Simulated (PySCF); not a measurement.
# BiF4 (Bi(F)4-): the cost of one run

Program: PySCF 2.14.0. Level of theory: PBE0, Bi def2-SVP with ECP60, F def2-SVP; scalar-relativistic core potentials, no spin–orbit coupling. These are calculated values, not measurements.

1 further run of the same task is left out (for a known fault of the program).

**1. Where the work starts**

5 atoms, charge -1, spin multiplicity 1.

Bond lengths: Bi1–F2 2.142 Å, Bi1–F3 2.142 Å, Bi1–F4 2.142 Å, Bi1–F5 2.142 Å. Angles: F2–Bi1–F3 109.5°, F2–Bi1–F4 109.5°, F2–Bi1–F5 109.5°, F3–Bi1–F4 109.5°, F3–Bi1–F5 109.5°, F4–Bi1–F5 109.5°.

Geometry (Å):

```
Bi    0.00000    0.00000    0.00000
F     1.23648    1.23648    1.23648
F    -1.23648   -1.23648    1.23648
F     1.23648   -1.23648   -1.23648
F    -1.23648    1.23648   -1.23648
```

Formal oxidation states: Bi +3. An earlier session relaxed this geometry at PBE0, Bi def2-SVP with ECP60, F def2-SVP (singlet, point group Td).

Its energy there is -613.444615 Eh.

**2. One electron removed, multiplicity 2**

run.py (the lines that set the calculation) reads:

```python
mol = gto.M(atom='''
Bi     0.00000     0.00000     0.00000
F      1.23648     1.23648     1.23648
F     -1.23648    -1.23648     1.23648
F      1.23648    -1.23648    -1.23648
F     -1.23648     1.23648    -1.23648''',
    basis={'Bi': 'def2-SVP', 'F': 'def2-SVP'},
    ecp={'Bi': 'def2-SVP'},
    charge=0, spin=1)
mf = dft.UKS(mol, xc='PBE0')
mf.grids.atom_grid = (50, 194)
mf = mf.density_fit()  # fitting sets: Bi def2-universal-JKFIT, F def2-universal-JKFIT
mf.conv_tol = 1e-08; mf.max_cycle = 55
mf.kernel(dm0)  # dm0: the density of the relaxed state
```

Started as:

```bash
> OMP_NUM_THREADS=2 python run.py
```

**Question.** How long does this run take on 2 threads of Intel Xeon Platinum 8488C (Sapphire Rapids), shared host?

About 1.9 s.
